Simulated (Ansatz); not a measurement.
# Zr2H3Pd: the cost of one run

Program: Ansatz 0.2.0 through its Python package. Level of theory: DFT PBEsol, plane waves, PAW. These are calculated values, not measurements.

**1. The system**

Symmetry: I4/mmm, No. 139, tetragonal system. Conventional cell: a = 3.207 Å, b = 3.207 Å, c = 13.400 Å, α = 90.00°, β = 90.00°, γ = 90.00°. Zr (site symmetry 4mm) is surrounded by 5 H at 1.97 to 2.12 Å. Around H (site symmetry 4/mmm) lie 2 Zr at 1.97 Å and 4 Pd at 2.27 Å. H (site symmetry -4m2) is surrounded by 4 Zr at 2.12 Å. Pd (site symmetry 4/mmm) is surrounded by 4 H at 2.27 Å.

The script holds or builds the structure itself.

**2. The code**

Contents of drho.py:

```python
import ansatz as az
import numpy as np

vectors0 = np.array([
    [-1.603393, 1.603393, 6.70001],
    [1.603393, -1.603393, 6.70001],
    [1.603393, 1.603393, -6.70001],
])
sites = [
    ("Zr", (0.647062, 0.647062, 0.0)),
    ("Zr", (0.352938, 0.352938, 0.0)),
    ("H", (0.5, 0.5, 0.0)),
    ("H", (0.75, 0.25, 0.5)),
    ("H", (0.25, 0.75, 0.5)),
    ("Pd", (0.0, 0.0, 0.0)),
]


def on_lattice(cell):
    crystal = az.Crystal(lattice=az.Lattice.of(cell))
    for symbol, position in sites:
        crystal = crystal.atom(symbol, position)
    return crystal


def main() -> None:
    def solve(crystal):
        return (
            crystal.calculation()
            .functional("PBEsol")
            .occupations("methfessel_paxton", width=0.15)
            .basis(460, grid_basis="typed")
            .kpoints(10, 10, 10)
            .density()
            .run(threads=1)
        )


    whole = solve(on_lattice(vectors0))
    difference = whole.density().channels[0].density_e_per_ang3.copy()
    binding = whole.report["free_energy_ev"]
    for element in ["Zr", "H", "Pd"]:
        part = az.Crystal(lattice=az.Lattice.of(vectors0))
        for symbol, position in sites:
            if symbol == element:
                part = part.atom(symbol, position)
        alone = solve(part)
        difference -= alone.density().channels[0].density_e_per_ang3
        binding -= alone.report["free_energy_ev"]
        print(f"{element} sublattice: {alone.report['n_electrons']:g} electrons, {alone.report['n_iterations']} iterations")

    voxel = abs(np.linalg.det(vectors0)) / difference.size
    print(f"energy of the crystal less its unpolarised sublattices: {binding / len(sites):.4f} eV/atom")
    print(f"net charge of the difference {difference.sum() * voxel:.5f} e, charge rearranged {0.5 * np.abs(difference).sum() * voxel:.3f} e")
    print(f"extremes {difference.min():.4f} and {difference.max():.4f} e/A^3")
    for (symbol, position) in sites:
        index = tuple(int(round(p * n)) % n for p, n in zip(position, difference.shape))
        print(f"  change of the pseudo-density at the grid point nearest {symbol}: {difference[index]:+.4f} e/A^3")
    profile = difference.mean(axis=(0, 1))
    print("planar mean along the third vector:", np.round(profile[:: max(len(profile) // 12, 1)], 4))


if __name__ == "__main__":
    main()
```

**3. The calls as engine input**

The package turns the script's settings into the engine's input (first run):

```yaml
crystal:
  lattice:
    - [-1.603393, 1.603393, 6.70001]
    - [1.603393, -1.603393, 6.70001]
    - [1.603393, 1.603393, -6.70001]
  atoms:
    - { symbol: Zr, position: [0.647062, 0.647062, 0.0] }
    - { symbol: Zr, position: [0.352938, 0.352938, 0.0] }
    - { symbol: H, position: [0.5, 0.5, 0.0] }
    - { symbol: H, position: [0.75, 0.25, 0.5] }
    - { symbol: H, position: [0.25, 0.75, 0.5] }
    - { symbol: Pd, position: [0.0, 0.0, 0.0] }
basis:
  ecutwfc: 460.0
  fft_grid_basis: typed
kpoints:
  mp_grid:
    grid: [10, 10, 10]
hamiltonian:
  xc: pbesol
scf:
  occupations:
    method: methfessel_paxton
    width: 0.15
output:
  write_density: true
```

**4. The run**

Launch:

```sh
$ python drho.py
```

Q: Estimate wall time and peak memory on 1 thread of Arm Neoverse V1, shared host.

About 24 s, with a peak of 0.47 GiB.
